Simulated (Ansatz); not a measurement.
# Be (sc type): how the settings move a single-point run

Aim: see which settings change the result for Be (sc type), by how much, and at what cost.

Program: Ansatz 0.2.0. Level of theory: reference: DFT, LDA, PAW with Ansatz's default frozen-core files, scalar-relativistic. These are calculated values, not measurements.

## 1. The starting structure

Symmetry: Pm-3m, No. 221, cubic system. The conventional cell has a = 1.988 Å, b = 1.988 Å, c = 1.988 Å, α = 90.00°, β = 90.00°, γ = 90.00°. Around Be (site symmetry m-3m) lie 6 Be at 1.99 Å.

Coordinates:

```cif
data_structure
_symmetry_space_group_name_H-M 'Pm-3m'
_symmetry_Int_Tables_number 221
_cell_length_a 1.9879
_cell_length_b 1.9879
_cell_length_c 1.9879
_cell_angle_alpha 90.000
_cell_angle_beta 90.000
_cell_angle_gamma 90.000
_cell_volume 7.86
loop_
_atom_site_label
_atom_site_type_symbol
_atom_site_symmetry_multiplicity
_atom_site_Wyckoff_symbol
_atom_site_fract_x
_atom_site_fract_y
_atom_site_fract_z
_atom_site_occupancy
Be1 Be 1 a 0.00000 0.00000 0.00000 1
```

## 2. Reference

Input file input.yaml:

```yaml
crystal:
  lattice:
    - [1.9879060893, 0.0, 0.0]
    - [0.0, 1.9879060893, 0.0]
    - [0.0, 0.0, 1.9879060893]
  atoms:
    - { symbol: Be, position: [0.0, 0.0, 0.0] }
kpoints:
  mp_grid: { grid: [21, 21, 21] }
scf:
  occupations: { method: fermi_dirac, width: 0.1 }
hamiltonian:
  xc: lda
  pseudopotentials: { kind: paw }
output:
  forces: true
  stress: true
  eigenvalues: true
  populations: true
```

Command:

```sh
ansatz run input.yaml --threads 1 --pin off --max-ram 2048MiB --backend cpu --events-out ev --progress --plain --runs-dir out
```

## 3. Changed: dr2_threshold 1.0e-06

input.yaml, as its differences from that of step 2:

```diff
@@ -11,2 +11,3 @@
   occupations: { method: fermi_dirac, width: 0.1 }
+  convergence: { dr2_threshold: 1.0e-06 }
 hamiltonian:
```

Q: Predict the outcome of this session. Wanted: for each run, ending; energy change; pressure; gap; force.

**Answer**, as computed:

| run | ending | energy change | pressure (GPa) | gap (eV) | force (eV/Å) | cycles | time |
| --- | --- | --- | --- | --- | --- | --- | --- |
| reference | converged | 0 | 26.0 | 0.00 | 0.00 | 6 | 1.5 s |
| 1: dr2_threshold 1.0e-06 | converged | 0.0 meV/atom | 26.0 | 0.00 | 0.00 | 6 | 1.5 s |

Residual by cycle in the longest SCF loop of each run; runs are numbered as in the table. The quantity is the density residual dr2, in eV.

| cycle | reference | run 1 |
| --- | --- | --- |
| 1 | 0.00108 | 0.00108 |
| 2 | 2.3e-4 | 2.3e-4 |
| 3 | 1.3e-8 | 1.3e-8 |
| 4 | 1.1e-9 | 1.1e-9 |
| 5 | 6.0e-12 | 6.0e-12 |
| 6 | 1.3e-14 | 1.3e-14 |

**Reading.** Energy and cycle count are those of the reference, so the change (convergence setting) left the result and the number of cycles as they were. The structure is not at rest: the sound run finds 26 GPa, so these are no properties of the relaxed crystal. 
